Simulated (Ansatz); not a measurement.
# NaTm: how the settings move a single-point run

How sensitive is a single-point run of NaTm to its settings? A reference run comes first, then one run with altered input.

Program: Ansatz 0.2.0. Level of theory: reference: DFT, PBE, PAW with Ansatz's default frozen-core files, scalar-relativistic. These are calculated values, not measurements.

## Step 1: The starting structure

Symmetry: P-6m2, No. 187, hexagonal system. Conventional cell: a = 3.698 Å, b = 3.698 Å, c = 6.700 Å, α = 90.00°, β = 90.00°, γ = 120.00°. Na (site symmetry -6m2) is surrounded by 6 Na at 3.70 Å and 6 Tm at 3.97 Å. Around Tm (site symmetry -6m2) lie 6 Tm at 3.70 Å and 6 Na at 3.97 Å.

Structure file:

```cif
data_structure
_symmetry_space_group_name_H-M 'P-6m2'
_symmetry_Int_Tables_number 187
_cell_length_a 3.6978
_cell_length_b 3.6978
_cell_length_c 6.6999
_cell_angle_alpha 90.000
_cell_angle_beta 90.000
_cell_angle_gamma 120.000
_cell_volume 79.34
loop_
_atom_site_label
_atom_site_type_symbol
_atom_site_symmetry_multiplicity
_atom_site_Wyckoff_symbol
_atom_site_fract_x
_atom_site_fract_y
_atom_site_fract_z
_atom_site_occupancy
Na1 Na 1 b 0.00000 0.00000 0.50000 1
Tm1 Tm 1 e 0.66667 0.33333 0.00000 1
```

## Step 2: Reference

input.yaml reads:

```yaml
crystal:
  lattice:
    - [3.6977872535, 0.0, 0.0]
    - [-1.8488936268, 3.2023776993, 0.0]
    - [0.0, 0.0, 6.6998588446]
  atoms:
    - { symbol: Na, position: [0.0, 0.0, 0.5] }
    - { symbol: Tm, position: [0.6666666667, 0.3333333333, 0.0] }
kpoints:
  mp_grid: { grid: [13, 13, 6] }
scf:
  occupations: { method: fermi_dirac, width: 0.05 }
hamiltonian:
  xc: pbe
  pseudopotentials: { kind: paw }
output:
  forces: true
  stress: true
  eigenvalues: true
  write_density: true
  write_potential: true
  elf: true
  volumetric_format: npy
```

Run with:

```
$ ansatz run input.yaml --threads 1 --pin off --max-ram 3072MiB --backend cpu --events-out ev --progress --plain --runs-dir out
```

Excerpt of the output:

```text
[...]
Basis set: ecut = 420 eV, 1535 PW (Γ), exchange–correlation on 50×50×90 points (8 copies of the dense FFT grid, shifted against one another)
[...]
k-points: 84 of 1014 (time reversal used)
[...]
SCF iter   1: F=—  HF=-14397.473765 eV  |F-HF|=—  |Δ(HF+E_count)|=         —  Δρ=3.95e-2  dr2=9.54e-1  ethr=1.77e-3  ⟨swp⟩=5.3  Hψ=7349  notcnv=0
preconditioner: auto → Kerker (q_TF=auto, 2.345 Å⁻¹)  [metal: Δε(μ)=0.048 eV  Ē_g=2.124 eV  σ=0.050 eV  W_gap=0.23  n_scr=22 (ndim 8)  ℏωp=16.7 eV  f_vac=0.000  D(μ)=13.96/eV (n_scr^D=246)]
SCF iter   2: F=—  HF=-14397.441645 eV  |F-HF|=—  |Δ(HF+E_count)|=   3.21e-2  Δρ=1.65e-2  dr2=1.78e-1  ethr=1.77e-3  ⟨swp⟩=1.2  Hψ=2368  notcnv=0
[...]
SCF iter  11: F=—  HF=-14397.431835 eV  |F-HF|=—  |Δ(HF+E_count)|=   3.47e-8  Δρ=2.55e-5  dr2=1.71e-7  ethr=1.91e-9  ⟨swp⟩=2.2  Hψ=2870  notcnv=0
SCF iter  12: F=-14397.431835 eV  HF=-14397.431835 eV  |F-HF|=1.95e-8  |Δ(HF+E_count)|=   3.47e-8  Δρ=4.56e-6  dr2=8.13e-9  ethr=3.13e-10  ⟨swp⟩=9.7  Hψ=13033  notcnv=0
[...]
SCF converged after 12 iterations
Free energy (F): -14397.431835 eV
[...]
E sigma→0 (E₀):  -14397.347345 eV
[...]
Fermi energy:    5.247505 eV
[...]
  P = ⅓ Tr σ = -0.4249 GPa (-4.249 kbar)
[...]
```

Wall time 4.8 s (1 thread of AMD EPYC 9R45 (Zen 5), shared host); peak memory 0.5 GiB.

## Step 3: Changed: dr2_threshold 1.0e-05, preconditioner local_kerker, ecutrho_ratio 9

input.yaml, as its differences from that of step 2:

```diff
@@ -12,2 +12,4 @@
   occupations: { method: fermi_dirac, width: 0.05 }
+  convergence: { dr2_threshold: 1.0e-05 }
+  mixing: { preconditioner: local_kerker }
 hamiltonian:
@@ -23 +25,3 @@
   volumetric_format: npy
+basis:
+  ecutrho_ratio: 9
```

Run with:

```
$ ansatz run input.yaml --threads 1 --pin off --max-ram 3072MiB --backend cpu --events-out ev --progress --plain --runs-dir out
```

The log of the run:

```text
Warning: scf.convergence.dr2_threshold = 1e-5 eV is looser than this run's default, which is 1e-7 eV or tighter. The error in the forces grows as the threshold's square root, so leave the key out unless less accurate forces are enough
Warning: output.stress: scf.convergence.dr2_threshold = 1e-5 eV is looser than the 2e-10 eV advised for a printed stress (1e-10 eV for each atom of the cell: 2). What an SCF threshold leaves in a stress goes as its square root, and in the free energy as the threshold itself, and one threshold admits the most on a small cell: of the crystals measured, under no hybrid functional and no lock of the moments, on runs that ended without the residual-converged pass, on stresses that held no estimate of that error, the worst erred by over 100 MPa in a component at 1e-7 eV an atom and by under 5 at 1e-10. Set scf.convergence.dr2_threshold to 2e-10 eV or tighter. The threshold is an SCF's pass mark: one that does not reach it within its budget of iterations ends unconverged, or closes short of it on a stop that the run arms, and scf.convergence.dr2_threshold's page says what that costs each kind of run
Engine: ansatz 0.2.0
Pseudopotentials: kind: paw
Pseudopotential: Na, paw, valence charge 9, recommended cutoff 420 eV (normal)
Pseudopotential: Tm, paw, valence charge 23, recommended cutoff 420 eV (normal)
Functional definition: PBE
  parameter kappa = 0.804
  parameter beta = 0.06672455060314922
  exchange = pbe_x(kappa = kappa, mu = beta*pi^2/3)
  correlation = pbe_c(beta = beta)
Crystal: 2 atoms, lattice volume = 79.338 Å³
Basis set: ecut = 420 eV, 1535 PW (Γ), exchange–correlation on 80×80×144 points (8 copies of the dense FFT grid, shifted against one another)
Bands: 20, of which v1, the nominal top of the filled ones, is band 16 counted from 1 (15 counted from 0)
Symmetry: 12 space group operations
Space group: P-6m2 (ITA 187), of the structure as read, at distance tolerance 4.3e-5 Å
k-points: 84 of 1014 (time reversal used)
Non-local potential: Na, projectors of the file, l = 0: 3, l = 1: 2, l = 2: 1
Non-local potential: Tm, projectors of the file, l = 0: 3, l = 1: 2, l = 2: 2, l = 3: 3
PAW form: soft (Blöchl's): semilocal exchange-correlation on the pseudo side does not see the compensation charge
PAW one-centre angular grid: Na, 110 points (default); XC on 64 Gauss nodes
PAW one-centre angular grid: Tm, 590 points (default); XC on 64 Gauss nodes
Initial density: superposition of atomic densities (neutral atoms: chi_scale 0, normalization atom), corrected by the library's trained network
Initial wavefunctions: pseudopotential atomic-orbital guess
Functional: x = pbe(κ = 0.804, μ = 0.2195149727645171), c = pbe(β = 0.06672455060314922)
SCF iter   1: F=—  HF=-14397.473763 eV  |F-HF|=—  |Δ(HF+E_count)|=         —  Δρ=3.95e-2  dr2=9.53e-1  ethr=1.77e-3  ⟨swp⟩=5.3  Hψ=7349  notcnv=0
SCF iter   2: F=—  HF=-14400.896424 eV  |F-HF|=—  |Δ(HF+E_count)|=    3.42e0  Δρ=5.41e-1  dr2=1.64e2  ethr=1.77e-3  ⟨swp⟩=5.8  Hψ=15008  notcnv=0  defer=11  recentre
automatic band count: the SCF goes on with 24 bands, as 20 were too few: the levels above may hold too much charge
SCF iter   3: F=—  HF=-14397.448290 eV  |F-HF|=—  |Δ(HF+E_count)|=    3.45e0  Δρ=1.36e-2  dr2=1.11e-1  ethr=1.77e-3  ⟨swp⟩=3.6  Hψ=5383  notcnv=0  defer=47
SCF iter   4: F=—  HF=-14397.436240 eV  |F-HF|=—  |Δ(HF+E_count)|=   1.20e-2  Δρ=1.18e-2  dr2=7.59e-2  ethr=3.48e-4  ⟨swp⟩=1.8  Hψ=2781  notcnv=0  defer=47
SCF iter   5: F=—  HF=-14397.432970 eV  |F-HF|=—  |Δ(HF+E_count)|=   3.27e-3  Δρ=5.09e-3  dr2=1.43e-2  ethr=2.37e-4  ⟨swp⟩=1.0  Hψ=1909  notcnv=0  defer=47
SCF iter   6: F=—  HF=-14397.431806 eV  |F-HF|=—  |Δ(HF+E_count)|=   1.16e-3  Δρ=3.61e-4  dr2=2.35e-4  ethr=4.47e-5  ⟨swp⟩=1.0  Hψ=1910  notcnv=0  defer=47
SCF iter   7: F=—  HF=-14397.431856 eV  |F-HF|=—  |Δ(HF+E_count)|=   5.02e-5  Δρ=9.52e-4  dr2=4.35e-4  ethr=7.36e-7  ⟨swp⟩=2.5  Hψ=3128  notcnv=0  defer=47
SCF iter   8: F=—  HF=-14397.431849 eV  |F-HF|=—  |Δ(HF+E_count)|=   7.17e-6  Δρ=1.17e-3  dr2=6.75e-4  ethr=7.36e-7  ⟨swp⟩=2.0  Hψ=2504  notcnv=0  defer=47
SCF iter   9: F=—  HF=-14397.431833 eV  |F-HF|=—  |Δ(HF+E_count)|=   1.57e-5  Δρ=6.11e-4  dr2=1.93e-4  ethr=7.36e-7  ⟨swp⟩=1.0  Hψ=1909  notcnv=0  defer=47
SCF iter  10: F=—  HF=-14397.431826 eV  |F-HF|=—  |Δ(HF+E_count)|=   6.78e-6  Δρ=2.08e-4  dr2=2.46e-5  ethr=6.04e-7  ⟨swp⟩=1.0  Hψ=1909  notcnv=0  defer=47
SCF iter  11: F=—  HF=-14397.431826 eV  |F-HF|=—  |Δ(HF+E_count)|=   5.27e-7  Δρ=1.32e-4  dr2=1.04e-5  ethr=3.13e-8  ⟨swp⟩=17.0  Hψ=20868  notcnv=0
SCF iter  12: F=-14397.431824 eV  HF=-14397.431825 eV  |F-HF|=1.39e-6  |Δ(HF+E_count)|=   3.43e-7  Δρ=3.96e-5  dr2=9.37e-7  ethr=3.13e-8  ⟨swp⟩=9.9  Hψ=13330  notcnv=0
SCF 1 converged in 12 iterations: F = -14397.431824 eV  dr2 = 9.37e-7
SCF converged after 12 iterations
Free energy (F): -14397.431824 eV
Harris-Foulkes:  -14397.431825 eV  (|F-HF|=1.39e-6)
Internal energy: -14397.262872 eV  (E = F + TS)
E sigma→0 (E₀):  -14397.347348 eV
Entropy (-TS):   -0.168951 eV (-84.476 meV/atom)
Fermi energy:    5.247326 eV
--- Per-component energies (eV) ---
  E_band       = -331.640597
  E_kinetic    = 465.973860
  E_local      = -8848.873088  (includes V_loc(G=0)·N_el)
  E_nonlocal   = 1633.753179
  E_hartree    = 3689.738826
  E_xc         = -200.787742
  E_vxc        = -239.859587  (∫ρ·V_xc dr)
  E_paw        = -7845.198455  (= ΣΔE_a)
  E_vpaw       = -722.005638  (= ΣTr[D̂ρ^β])
  E_aug_tail   = 0.000000  (compensation charges beyond the density's cutoff)
  E_ewald      = -3291.869453
  E_smearing   = -0.168951  (= −TS)
  E_closure    = -0.000000  (closes the sum)
  Σ components = -14397.431824   (vs F -14397.431824, Δ=0.00e0)
--- Forces (eV/Å), atoms counted from 1 ---
  atom   1  Na     0.00000000     0.00000000     0.00000000
  atom   2  Tm    -0.00000000     0.00000000     0.00000000
  max |Σ_I F_I| component: 5.20e-18 eV/Å
--- Stress (GPa, compression-positive) ---
       -0.034967       0.000000       0.000000
       -0.000000      -0.034967       0.000000
        0.000000       0.000000      -1.201724
  P = ⅓ Tr σ = -0.4239 GPa (-4.239 kbar)
--- Band table (eV; the first three rows and the last of 84) ---
  k-point 0: bands = ["-47.4390", "-44.6973", "-19.3563", "-19.3498", "-19.3498", "-18.1824", "-18.0029", "-18.0029", "1.1252", "4.2852", "4.9736", "5.0161", "5.1069", "5.1069", "5.1440", "5.1440", "5.1900", "5.3103", "8.2587", "8.2587", "9.3388", "10.2960", "10.2960", "14.8096"]
  k-point 1: bands = ["-47.4390", "-44.6973", "-19.3561", "-19.3498", "-19.3498", "-18.1827", "-18.0029", "-18.0029", "1.2053", "3.8240", "5.0161", "5.0489", "5.1069", "5.1069", "5.1441", "5.1441", "5.1900", "5.6671", "8.2594", "8.2594", "9.3816", "10.2859", "10.2859", "14.3539"]
  k-point 2: bands = ["-47.4390", "-44.6973", "-19.3558", "-19.3498", "-19.3498", "-18.1833", "-18.0029", "-18.0029", "1.4065", "3.2099", "5.0161", "5.0647", "5.1069", "5.1069", "5.1442", "5.1442", "5.1900", "6.1682", "8.2608", "8.2608", "9.4767", "10.2662", "10.2662", "13.7471"]
  k-point 83: bands = ["-47.4374", "-44.6816", "-19.3732", "-19.3686", "-19.3510", "-18.2307", "-18.1865", "-18.1367", "5.0413", "5.0785", "5.0823", "5.0867", "5.0958", "5.1271", "5.1553", "5.8299", "5.9850", "6.0197", "6.6965", "7.3044", "7.5231", "9.9634", "10.7459", "11.4832"]
```

Wall time 7.5 s (1 thread of AMD EPYC 9R45 (Zen 5), shared host); peak memory 0.55 GiB.

Changing the convergence setting, mixing and numerical grids leaves the energy as it was (0.0 meV/atom). Cost: 7.5 s against 4.8 s.

## Step 4: Side by side

```tsv
run	ending	energy change	pressure (GPa)	gap (eV)	force (eV/Å)	cycles	time
reference	converged	0	-0.4	0.00	0.00	12	4.8 s
1: dr2_threshold 1.0e-05, preconditioner local_kerker, ecutrho_ratio 9	converged	0.0 meV/atom	-0.4	0.00	0.00	12	7.5 s
```

Residual by cycle in the longest SCF loop of each run; runs are numbered as in the table. The quantity is the density residual dr2, in eV.

```tsv
cycle	reference	run 1
1	0.954	0.953
2	0.178	164
3	0.107	0.111
4	0.00745	0.0759
5	0.00279	0.0143
6	4.3e-4	2.3e-4
7	7.9e-5	4.4e-4
8	2.2e-5	6.8e-4
9	2.5e-6	1.9e-4
10	6.1e-7	2.5e-5
11	1.7e-7	1.0e-5
12	8.1e-9	9.4e-7
```

What this shows: Changing the convergence setting, mixing and numerical grids hardly moves the energy: 0.0 meV/atom. Cost: 7.5 s against 4.8 s. The reference leaves spin out although Tm can carry a moment, so its state need not be the lowest.
